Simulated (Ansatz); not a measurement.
**BN (boron nitride): UCCSD(T)/cc-pVTZ**

Aim: the electronic atomisation energy of BN (boron nitride) at UCCSD(T)/cc-pVTZ, from 3 runs. 

Program for the calculation: Ansatz 0.2.0.

32 further runs of the same task are left out: 32 set aside as unsound or not needed.

## (1) Starting point

BN: 2 atoms, total charge 0, spin state triplet. SMILES: `B#N`. The coordinates come from a PBE0-D4/def2-TZVP relaxation.

Bond lengths: B1–N2 1.315 Å.

## (2) A single-point energy at UCCSD(T)/cc-pVTZ

job.yaml reads:

```yaml
basis:
  gaussian: {orbitals: cc-pVTZ}
crystal:
  periodic: [false, false, false]
  atoms:
    - {symbol: B, position_ang: [-0.000000, -0.000000, -0.023520]}
    - {symbol: "N", position_ang: [0.000000, 0.000000, 1.291950]}
scf: {omitted_lower_state_checks: [cluster_reference, increment]}
accuracy: high
magnetization: {spin_polarized: true, initial_magnetization: 2}
correlation: {method: ccsd_t, frozen_orbitals: {B: 1, "N": 1}}
```

On the command line:

```sh
$ ansatz run job.yaml --threads 1 --pin off --max-ram 3480MiB --events-out events.jsonl --progress --plain --runs-dir runs
```

The program printed:

```text
Warning: RAYON_NUM_THREADS=1 ignored (pool sized by the plan → 1); use --threads N
[... 17 lines left out ...]
2 core orbitals not correlated: weight in the atoms' cores, before any rotation towards them, 1.000 or more for the frozen orbitals, at most 0.000 for the correlated occupied ones
[... 32 lines left out ...]
Total energy: -2156.95377264 eV, -79.2665891086 hartree
Checks for a lower state left out: cluster_reference, increment
```

It took 4.5 s on 1 thread of Arm Neoverse V1, shared host; peak memory 0.28 GiB.

## (3) The B atom at the same level

molecule.yaml reads:

```yaml
basis:
  gaussian: {orbitals: cc-pVTZ}
crystal:
  periodic: [false, false, false]
  atoms:
    - {symbol: B, position_ang: [0.000000, 0.000000, 0.000000]}
total_charge: 0
magnetization: {spin_polarized: true, initial_magnetization: 1}
correlation: {method: ccsd_t, frozen_orbitals: {B: 1}}
accuracy: high
scf: {omitted_lower_state_checks: [cluster_reference, increment]}
```

Run the same way, it converges to -24.59810 Eh (log not shown).

## (4) The N atom at the same level

input.yaml reads:

```yaml
crystal:
  periodic: [false, false, false]
  atoms:
    - {symbol: N, position_ang: [0.000000, 0.000000, 0.000000]}
basis:
  gaussian: {orbitals: cc-pVTZ}
magnetization: {spin_polarized: true, initial_magnetization: 3}
correlation: {method: ccsd_t, frozen_orbitals: {"N": 1}}
accuracy: high
scf: {omitted_lower_state_checks: [cluster_reference, increment]}
```

On the command line:

```sh
$ ansatz run input.yaml --threads 1 --pin off --max-ram 3480MiB --events-out events.jsonl --progress --plain --runs-dir runs
```

The program printed:

```text
Warning: RAYON_NUM_THREADS=1 ignored (pool sized by the plan → 1); use --threads N
Functional definition: HF
  name "HF"
  exchange = exact_x
  correlation = 0
these checks for a lower state are left out or cut short: cluster_reference, increment
299 factors; integrals over basis functions are off by at most 2.3e-9 eV
mean field evaluation 1: about -1480.2154 eV, gradient 5.0e0 eV
mean field evaluation 2: about -1480.2175 eV, gradient 5.0e0 eV
mean field evaluation 4: about -1480.3181 eV, gradient 1.6e-1 eV
mean field evaluation 8: about -1480.3181 eV, gradient 1.9e-5 eV
mean field -1480.31808441 eV, -54.4006862065 hartree, gradient 3.1e-8 eV, S^2 3.756090; 0 other end points of the search recorded, 0 dependent functions left out
1 core orbitals not correlated: weight in the atoms' cores, before any rotation towards them, 1.000 or more for the frozen orbitals, at most 0.000 for the correlated occupied ones
reference -1480.31808441 eV, -54.4006862065 hartree; 4, 1 occupied and 25, 28 virtual orbitals, 299 factors
second order -2.61040288 eV of doubles, -0.00000000 eV of singles
cycle   1  -2.94621172 eV  change   -3.4e-1 eV  update   2.9e-2
cycle   2  -3.03569469 eV  change   -8.9e-2 eV  update   1.0e-2
cycle   3  -3.04079206 eV  change   -5.1e-3 eV  update   2.4e-3
cycle   4  -3.04067707 eV  change    1.1e-4 eV  update   4.8e-4
cycle   5  -3.04071626 eV  change   -3.9e-5 eV  update   1.1e-4
cycle   6  -3.04075870 eV  change   -4.2e-5 eV  update   2.2e-5
cycle   7  -3.04075486 eV  change    3.8e-6 eV  update   3.7e-6
cycle   8  -3.04075445 eV  change    4.2e-7 eV  update   4.4e-7
cycle   9  -3.04075452 eV  change   -7.7e-8 eV  update   6.3e-8
cycle  10  -3.04075460 eV  change   -8.1e-8 eV  update   1.1e-8
cycle  11  -3.04075460 eV  change   8.9e-10 eV  update   6.9e-9
cycle  12  -3.04075453 eV  change    6.8e-8 eV  update   1.3e-8
cycle  13  -3.04075452 eV  change    1.4e-8 eV  update   2.9e-9
cycle  14  -3.04075452 eV  change  -4.2e-10 eV  update  4.9e-10
perturbative correction -0.06191901 eV, -0.0022754816 hartree
Total energy: -1483.42075794 eV, -54.5147073556 hartree
Checks for a lower state left out: cluster_reference, increment
```

Wall time 0.32 s (1 thread of Arm Neoverse V1, shared host).

## (5) What came out

Level: UCCSD(T)/cc-pVTZ, 2 core orbitals frozen.

| quantity | value |
| --- | --- |
| molecule: total energy | -79.26659 Eh |
| molecule: correlation energy (2 core orbitals frozen) | -251.3 mEh |
| molecule: (T) correction | -12.63 mEh |
| molecule: ⟨S²⟩ of the reference determinant | 2.046 |
| molecule: T1 diagnostic | 0.042 |
| B atom: total energy | -24.59810 Eh |
| B atom: correlation energy (1 core orbital frozen) | -66.0 mEh |
| B atom: (T) correction | -1.31 mEh |
| B atom: ⟨S²⟩ of the reference determinant | 0.760 |
| B atom: T1 diagnostic | 0.013 |
| N atom: total energy | -54.51471 Eh |
| N atom: correlation energy (1 core orbital frozen) | -114.0 mEh |
| N atom: (T) correction | -2.28 mEh |
| N atom: ⟨S²⟩ of the reference determinant | 3.756 |
| N atom: T1 diagnostic | 0.005 |
| electronic atomisation energy | 4.185 eV |

In words: Taking the molecule apart into free atoms costs 4.18 eV (404 kJ/mol), before zero-point energy and without spin-orbit coupling. The triples (molecule) make up 5.0 % of the correlation energy. The triples (B atom) make up 2.0 % of the correlation energy. The triples (N atom) make up 2.0 % of the correlation energy.
